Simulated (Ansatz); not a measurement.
# CH₆AlOSi radical: a ladder of functionals and wavefunction methods

One table from this session's results is given with a row withheld; the runs are named, their logs left out.

The runs use Ansatz 0.2.0, Gaussian basis; functionals in def2-TZVPP, the program's frozen cores in correlated methods.

Plan: LDA (SPW92), PBE-D4, revPBE-D4, BLYP-D4, r2SCAN-D4, B97M-V, PBE0-D4, B3LYP-D4, r2SCANh-D4, r2SCAN0-D4, HSE06-D4, BHLYP-D4, CAM-B3LYP-D4, LC-ωPBE, ωB97X-V, ωB97M-V, B2PLYP, PBE-QIDH; CCSD(T)/def2-SVP; CCSD(T)/def2-TZVPP; MP2/def2-QZVPP; extrapolation to the limit; RPA on PBE.

**The geometry**

The geometry comes from an earlier relaxation with PBE0-D4 in a triple-zeta def2 set; it is a stationary point, not always the lowest conformer.

SMILES `[CH3][Al][O][SiH3]`, 10 atoms, charge 0, spin multiplicity 2.

Atoms are counted from 1 here; the program's logs count them from 0.

Bond lengths: C1–Al2 1.967 Å, C1–H5 1.095 Å, C1–H6 1.095 Å, C1–H7 1.091 Å, Al2–O3 1.696 Å, O3–Si4 1.625 Å, Si4–H8 1.489 Å, Si4–H9 1.487 Å, Si4–H10 1.488 Å. Angles: Al2–C1–H5 108.9°, Al2–C1–H6 109.0°, Al2–C1–H7 113.2°, H5–C1–H6 107.8°, H5–C1–H7 108.9°, H6–C1–H7 108.9°, C1–Al2–O3 116.4°, Al2–O3–Si4 163.5°, O3–Si4–H8 111.1°, O3–Si4–H9 110.0°, O3–Si4–H10 110.0°, H8–Si4–H9 108.5°, H8–Si4–H10 108.5°, H9–Si4–H10 108.7°.

Set-up of the first run:

in.yaml reads:

```yaml
crystal:
  periodic: [false, false, false]
  atoms:
    - {symbol: C, position_ang: [0.243845, 1.981760, -1.341353]}
    - {symbol: Al, position_ang: [1.086542, 0.300647, -0.766120]}
    - {symbol: O, position_ang: [0.194202, -0.660681, 0.309096]}
    - {symbol: Si, position_ang: [-0.287918, -1.859424, 1.294042]}
    - {symbol: H, position_ang: [-0.700965, 1.751771, -1.844474]}
    - {symbol: H, position_ang: [0.014824, 2.586093, -0.457746]}
    - {symbol: H, position_ang: [0.869770, 2.565985, -2.016892]}
    - {symbol: H, position_ang: [0.686796, -2.984589, 1.283779]}
    - {symbol: H, position_ang: [-1.610998, -2.377760, 0.854688]}
    - {symbol: H, position_ang: [-0.412997, -1.355001, 2.687877]}
basis:
  gaussian: {orbitals: def2-TZVPP}
magnetization: {spin_polarized: true, initial_magnetization: 1}
hamiltonian: {xc: lda}
output: {orbitals: {seedname: orbitals}}
```

Steps of the session up to this table: LDA; PBE-D4 (GGA); revPBE-D4 (GGA); BLYP-D4 (GGA); r2SCAN-D4 (meta-GGA); B97M-V (meta-GGA); PBE0-D4 (hybrid); B3LYP-D4 (hybrid); r2SCANh-D4 (hybrid); r2SCAN0-D4 (hybrid); HSE06-D4 (hybrid); BHLYP-D4 (hybrid); CAM-B3LYP-D4 (range-separated); LC-ωPBE-D4 (range-separated; the results give it without D4); ωB97X-V (range-separated); ωB97M-V (range-separated); B2PLYP (double hybrid); PBE-QIDH (double hybrid).

One of the session's tables, all rows but one given; the rest of the session is left out.

It belongs to the step «Frontier levels by functional». 

```
  functional  HOMO (eV)  LUMO (eV)  gap (eV)
 LDA (SPW92)      -4.45      -3.33      1.12
      PBE-D4      -4.47      -2.98      1.48
   revPBE-D4      -4.45      -2.85      1.60
     BLYP-D4      -4.27      -3.02      1.24
   r2SCAN-D4      -4.75      -2.52      2.22
      B97M-V      -4.45      -3.38      1.06
     PBE0-D4      -5.47      -2.14      3.33
    B3LYP-D4      -5.23      -2.53      2.69
  r2SCANh-D4      -5.12      -2.28      2.84
  r2SCAN0-D4      -5.67      -1.92      3.75
    HSE06-D4          ?          ?         ?
    BHLYP-D4      -6.31      -1.49      4.82
CAM-B3LYP-D4      -6.63      -1.37      5.26
     LC-ωPBE      -7.98       0.00      7.98
     ωB97X-V      -7.52      -0.51      7.02
     ωB97M-V      -7.12      -0.69      6.42
```

**Question.** Estimate the row for HSE06-D4.

The run gave: HOMO (eV): -5.08; LUMO (eV): -2.52; gap (eV): 2.56. In the column «HOMO (eV)» it lies between r2SCANh-D4 (-5.12) and r2SCAN-D4 (-4.75).
